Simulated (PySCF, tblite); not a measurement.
# C₈H₁₄F+: geometry, infrared bands and NMR shifts

What infrared bands and NMR shifts should C₈H₁₄F+ (`FCC[C+]1CCCCC1`) show?

Computed with tblite 0.8.0 and PySCF 2.14.0, with density-fitted response routines of our own, on a single molecule in the gas phase. Atoms count from 0, in the outputs and in this text.

### Step 1. Starting geometry

23 atoms, charge 1, multiplicity 1; geometry from: force field or distance geometry start.

Bonds of the start (Å): F0–C1 1.35, C1–C2 1.51, C2–C3 1.52, C3–C4 1.49, C4–C5 1.53, C5–C6 1.52, C6–C7 1.53, C7–C8 1.53, C8–C3 1.51, C1–H9 1.10, C1–H10 1.10, C2–H11 1.09, C2–H12 1.09, C4–H13 1.09, C4–H14 1.10, C5–H15 1.08, C5–H16 1.10, C6–H17 1.10, C6–H18 1.11, C7–H19 1.10, C7–H20 1.10, C8–H21 1.09, C8–H22 1.11.

### Step 2. Relaxing the molecule with GFN2-xTB

Job settings and geometry (Å):

```
{"job": {"kind": "relax", "xc": "GFN2-xTB", "basis": "xTB"}, "charge": 1, "multiplicity": 1}
F      2.778100     1.501900     0.604900
C      2.797000     0.156100     0.735500
C      2.005000    -0.501300    -0.369700
C      0.513700    -0.246500    -0.274500
C     -0.027900     1.093700    -0.637100
C     -1.514500     1.030400    -1.009100
C     -2.325000     0.298500     0.050600
C     -1.771200    -1.106000     0.293200
C     -0.294800    -1.095500     0.677400
H      3.845400    -0.159500     0.695700
H      2.409200    -0.101200     1.734600
H      2.343300    -0.121200    -1.337800
H      2.174900    -1.576700    -0.361200
H      0.119400     1.782800     0.194700
H      0.527000     1.512200    -1.493200
H     -1.631100     0.523000    -1.959200
H     -1.899200     2.050400    -1.130900
H     -3.373800     0.228500    -0.263600
H     -2.307100     0.864300     0.999800
H     -1.903200    -1.704600    -0.617600
H     -2.360200    -1.599900     1.080500
H      0.075500    -2.118600     0.693200
H     -0.185000    -0.684000     1.704000
```

Command:

```bash
OMP_NUM_THREADS=1 python probes_run.py task.json out
```

One launch serves the whole session: the jobs run in the order shown.

**Question.** This job is followed by: GFN2-xTB harmonic vibrations, gas phase; GIAO PBE0/pcSseg-1 NMR shielding, non-relativistic, gas phase. Predict these results of the whole session: strongest single infrared mode (GFN2-xTB); zero-point energy (GFN2-xTB); 13C shifts against TMS (PBE0/pcSseg-1, means over atoms taken as alike); 1H shifts against TMS (PBE0/pcSseg-1, means over atoms taken as alike); 19F shifts against CFCl3 (PBE0/pcSseg-1).

The runs gave:

| quantity | value |
| --- | --- |
| strongest single infrared mode (GFN2-xTB) | 1258 cm⁻¹, 391 km/mol |
| zero-point energy (GFN2-xTB) | 125.5 kcal/mol |
| 13C shifts against TMS (PBE0/pcSseg-1, means over atoms taken as alike) | 347.6, 89.2, 65.9, 63.0, 25.5, 25.3 ppm |
| 1H shifts against TMS (PBE0/pcSseg-1, means over atoms taken as alike) | 5.13, 4.62, 3.99, 2.32, 1.94 ppm |
| 19F shifts against CFCl3 (PBE0/pcSseg-1) | -217.1 ppm |

**Reading.** Relaxing lowered the energy by 0.430 eV in 122 steps; the close pair that moved most is C3–C8, from 1.510 to 1.452 Å. All 63 modes are real, so the xTB geometry is a minimum. The strongest single mode, at 1258 cm⁻¹, is spread over several atoms, H14, H13, H12 among them. GFN2-xTB is a fitted tight-binding method: band positions and strengths are rough. Its intensities can rank the bands wrongly. The most deshielded carbon is C3 (carbocation centre), at 347.6 ppm: the empty p orbital gives low-energy magnetic excitations and strong deshielding. H9, H10 (mean) (hydrogen on an sp3 CH2 bonded to F) lies farthest downfield among hydrogen, at 5.13 ppm; its carbon carries F, an electronegative neighbour. At PBE0/pcSseg-1: Shielding is most anisotropic at C3 (span 510 ppm, paramagnetic term -426 ppm). By nearest atom (PBE0/pcSseg-1), the HOMO sits on C5, C6 about 16 % each; H20 15 % and the LUMO on C3 56 %; H13, H22 about 7 % each.
